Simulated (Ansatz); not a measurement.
# CH7BOSi: a ladder of functionals and wavefunction methods

Aim: compute CH7BOSi with functionals from several rungs and with coupled cluster, and see how far each lands from CCSD(T) at the basis-set limit for the atomisation energy.

Method: functionals in def2-TZVPP, the program's frozen cores in correlated methods; program: Ansatz 0.2.0, Gaussian basis.

Plan: LDA (SPW92), PBE-D4, revPBE-D4, BLYP-D4, r2SCAN-D4, B97M-V, PBE0-D4, B3LYP-D4, r2SCANh-D4, r2SCAN0-D4, HSE06-D4, BHLYP-D4, CAM-B3LYP-D4, LC-ωPBE, ωB97X-V, ωB97M-V, B2PLYP, PBE-QIDH; CCSD(T)/def2-SVP; CCSD(T)/def2-TZVPP; MP2/def2-QZVPP; extrapolation to the limit; RPA on PBE.

### 1 The geometry

All runs share one geometry, relaxed beforehand with PBE0-D4 in a triple-zeta def2 set.

SMILES `BC(O)[SiH3]`, 11 atoms, charge 0, spin multiplicity 1.

Atoms are counted from 1 here; the program's logs count them from 0.

Bond lengths: B1–C2 1.515 Å, B1–H5 1.199 Å, B1–H6 1.194 Å, C2–O3 1.408 Å, C2–Si4 1.953 Å, C2–H7 1.099 Å, O3–H8 0.961 Å, Si4–H9 1.488 Å, Si4–H10 1.486 Å, Si4–H11 1.483 Å. Angles: C2–B1–H5 117.4°, C2–B1–H6 121.5°, H5–B1–H6 120.7°, B1–C2–O3 117.4°, B1–C2–Si4 93.6°, B1–C2–H7 115.2°, O3–C2–Si4 111.4°, O3–C2–H7 113.7°, Si4–C2–H7 102.4°, C2–O3–H8 109.3°, C2–Si4–H9 104.2°, C2–Si4–H10 113.1°, C2–Si4–H11 111.0°, H9–Si4–H10 108.5°, H9–Si4–H11 110.1°, H10–Si4–H11 109.8°.

### 2 LDA

This LDA is Slater exchange with PW92 correlation.

File in.yaml:

```yaml
crystal:
  periodic: [false, false, false]
  atoms:
    - {symbol: B, position_ang: [-0.656145, 1.294119, 0.395913]}
    - {symbol: C, position_ang: [0.254389, 0.132755, 0.738165]}
    - {symbol: O, position_ang: [-0.229701, -0.824020, 1.650744]}
    - {symbol: Si, position_ang: [0.257199, -0.562474, -1.086628]}
    - {symbol: H, position_ang: [-0.199799, 2.173840, -0.279556]}
    - {symbol: H, position_ang: [-1.816464, 1.281629, 0.676955]}
    - {symbol: H, position_ang: [1.310643, 0.395267, 0.892040]}
    - {symbol: H, position_ang: [0.334928, -1.601076, 1.625523]}
    - {symbol: H, position_ang: [0.569729, -2.008367, -0.926930]}
    - {symbol: H, position_ang: [-1.062083, -0.436947, -1.759751]}
    - {symbol: H, position_ang: [1.302803, 0.098273, -1.905673]}
basis:
  gaussian: {orbitals: def2-TZVPP}
hamiltonian: {xc: lda}
output: {orbitals: {seedname: orbitals}}
```

On the command line:

```sh
$ ansatz run in.yaml --threads 2 --pin off --events-out ev --progress --plain --max-ram 4352MiB
```

After this run come: PBE-D4 (GGA); revPBE-D4 (GGA); BLYP-D4 (GGA); r2SCAN-D4 (meta-GGA); B97M-V (meta-GGA); B3LYP-D4 (hybrid); r2SCANh-D4 (hybrid); r2SCAN0-D4 (hybrid); HSE06-D4 (hybrid); BHLYP-D4 (hybrid); CAM-B3LYP-D4 (range-separated); LC-ωPBE (range-separated); ωB97X-V (range-separated); ωB97M-V (range-separated); B2PLYP (double hybrid); PBE-QIDH (double hybrid); CCSD(T) in def2-SVP; CCSD(T) in def2-TZVPP; MP2 in def2-QZVPP; RPA on PBE orbitals.

Q: Predict the results of all the runs planned. Wanted: atomisation energy, CCSD(T)/CBS; farthest beyond LDA; mean size of error, GGA; mean size of error, meta-GGA; mean size of error, hybrid; mean size of error, range-separated; mean size of error, double hybrid; gap, smallest and largest; T1 diagnostic.

The runs gave:

| quantity | value |
| --- | --- |
| atomisation energy, CCSD(T)/CBS | 892.2 kcal/mol |
| functionals within 4.5 kcal/mol (0.5 %) | BLYP-D4, B97M-V, PBE0-D4, B3LYP-D4, r2SCANh-D4, HSE06-D4, LC-ωPBE |
| farthest beyond LDA | BHLYP-D4 (-18.0 kcal/mol) |
| mean size of error, GGA | 6.8 kcal/mol |
| mean size of error, meta-GGA | 4.2 kcal/mol |
| mean size of error, hybrid | 4.7 kcal/mol |
| mean size of error, range-separated | 5.0 kcal/mol |
| mean size of error, double hybrid | 7.5 kcal/mol |
| gap, smallest and largest | 4.09 eV (LDA (SPW92)), 11.35 eV (LC-ωPBE) |
| T1 diagnostic | 0.0132 |
| triples share of the correlation energy | 3.6 % |

In words: LDA overbinds by 121.0 kcal/mol (14 %). PBE-D4 is off by +10.9 kcal/mol. Double hybrids carry the basis error of their MP2 part in triple zeta, and no dispersion term here, so their miss is partly the set-up's. By mean error the best rung here is meta-GGA (4.2 kcal/mol) and the worst beyond LDA is double hybrid (7.5 kcal/mol). The gap between the best rungs is small, so their order is not settled. Misses under about 4.5 kcal/mol are within the doubt on the reference itself, which lacks core-valence correlation, relativity and higher excitations. Hartree-Fock recovers 74 % of the binding; the rest is correlation. CCSD(T) in def2-SVP is off by -49.0 kcal/mol, worse than the median functional, from the basis alone. The gap grows from 4.1 to 11.4 eV across the functionals, mostly with the share of exact exchange.
